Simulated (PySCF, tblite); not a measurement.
**C₇H₁₀F₂O₂: geometry, infrared bands and NMR shifts**

What infrared bands and NMR shifts should C₇H₁₀F₂O₂ (`C[C@@]12C[C@H](OC(F)F)C[C@@H]1O2`) show?

The runs use tblite 0.8.0 and PySCF 2.14.0, with density-fitted response routines of our own; the level of theory stands in each step. All values are computed, except where a source is named. Atoms count from 0, in the outputs and in this text.

### Step 1. The starting structure

21 atoms, charge 0, multiplicity 1; geometry from: force field or distance geometry start.

Bonds of the start (Å): C0–C1 1.47, C1–C2 1.52, C2–C3 1.54, C3–O4 1.43, O4–C5 1.41, C5–F6 1.36, C5–F7 1.35, C3–C8 1.53, C8–C9 1.51, C9–O10 1.43, C9–C1 1.47, O10–C1 1.43, C0–H11 1.10, C0–H12 1.10, C0–H13 1.09, C2–H14 1.09, C2–H15 1.10, C3–H16 1.10, C5–H17 1.10, C8–H18 1.09, C8–H19 1.09, C9–H20 1.08.

### Step 2. Relaxing the molecule with GFN2-xTB

What the job is given:

```
{"job": {"kind": "relax", "xc": "GFN2-xTB", "basis": "xTB"}, "charge": 0, "multiplicity": 1}
C     -2.748300     0.467300     0.179600
C     -1.306300     0.447500    -0.113700
C     -0.381900    -0.486100     0.650200
C      0.916000    -0.531600    -0.186400
O      1.880500     0.384900     0.332700
C      2.718400    -0.187400     1.305300
F      3.346300     0.824900     1.955900
F      1.981400    -0.847800     2.222600
C      0.524000    -0.116700    -1.607700
C     -0.749400     0.673500    -1.457700
O     -0.737600     1.707400    -0.472900
H     -3.205800    -0.515400    -0.004300
H     -3.285600     1.202100    -0.435300
H     -2.932000     0.732700     1.224900
H     -0.237800    -0.115000     1.670100
H     -0.846100    -1.478700     0.695400
H      1.351200    -1.543300    -0.189400
H      3.464900    -0.862600     0.864900
H      1.297600     0.479200    -2.095500
H      0.312100    -0.999900    -2.208200
H     -1.370500     0.781900    -2.331100
```

Run with:

```sh
$ OMP_NUM_THREADS=1 python probes_run.py task.json out
```

The driver reads the jobs from task.json and runs them one after another.

**Question.** This job is followed by: GFN2-xTB harmonic vibrations, gas phase; GIAO PBE0/pcSseg-1 NMR shielding, non-relativistic, gas phase. What will the session give for the following? strongest single infrared mode (GFN2-xTB); zero-point energy (GFN2-xTB); 13C shifts against TMS (PBE0/pcSseg-1); 1H shifts against TMS (PBE0/pcSseg-1, means over atoms taken as alike); 17O shifts against H2O (PBE0/pcSseg-1); 19F shifts against CFCl3 (PBE0/pcSseg-1); surface potential, 1st and 99th percentile.

The runs gave:

```
                                                              quantity                                               value
                             strongest single infrared mode (GFN2-xTB)                               1168 cm⁻¹, 346 km/mol
                                          zero-point energy (GFN2-xTB)                                      102.2 kcal/mol
                                13C shifts against TMS (PBE0/pcSseg-1)       127.1, 84.6, 63.3, 60.7, 42.7, 41.0, 20.4 ppm
1H shifts against TMS (PBE0/pcSseg-1, means over atoms taken as alike)  6.14, 4.23, 2.84, 2.53, 2.34, 2.06, 1.65, 1.46 ppm
                                17O shifts against H2O (PBE0/pcSseg-1)                                     150.0, 64.3 ppm
                              19F shifts against CFCl3 (PBE0/pcSseg-1)                                    -89.0, -93.3 ppm
                                 surface potential, 1st and 99th percentile                                  -1.71 V and 1.32 V
```

**Reading.** Over 98 steps the energy fell by 0.231 eV; of the close pairs, O4–C5 changed most, 1.406 to 1.338 Å. No mode is imaginary among the 57: a minimum at this level. The strongest single mode, at 1168 cm⁻¹, moves mainly O4 and C5. Unscaled tight-binding wavenumbers are off by several per cent, some by more. Its intensities can rank the bands wrongly. The most deshielded hydrogen is H17 (hydrogen on an sp3 CH bonded to 2 F and O), at 6.14 ppm: its carbon carries F and O, hence the downfield position. At PBE0/pcSseg-1: The widest tensor belongs to O10: span 264 ppm, with a paramagnetic part of -128 ppm.
